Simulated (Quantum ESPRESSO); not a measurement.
Runs of Quantum ESPRESSO 7.5 on Al. The cell holds a slab with vacuum, 6 atoms: a = 2.862 Å, b = 2.862 Å, c = 25.120 Å, α = 90.00°, β = 90.00°, γ = 90.00°. The slab is cut from a database's or a generator's crystal, which needn't be the stable form of the element.

| level | form of the LDA correlation | gap on the mesh (eV) | largest force (eV/Å) | work function (eV) |
| --- | --- | --- | --- | --- |
| WC | - | none | 0.23 | (b) |
| AM05 | - | none | 0.23 | 4.33 |
| PBEsol | - | none | 0.23 | (a) |
| PBE | - | none | 0.23 | 4.37 |
| revPBE | - | none | 0.22 | 4.29 |
| RPBE | - | none | 0.22 | 4.29 |
| LDA | PZ81 | none | 0.24 | 4.53 |

Alike in all rows: task work function; potentials or basis SG15 PBE 1.2; no spin polarisation; cell as given; k mesh 7 × 7 × 1; cutoff (eV) 1020; smearing fermi-dirac 0.05 eV.

Problem. Fill in the values left out.

Solution. (a) 4.41; (b) 4.40.

Caveats: the potentials were made for another functional, which shifts forces and pressure (some runs).

A gap of «none» marks a metal or a gap under the smearing width.
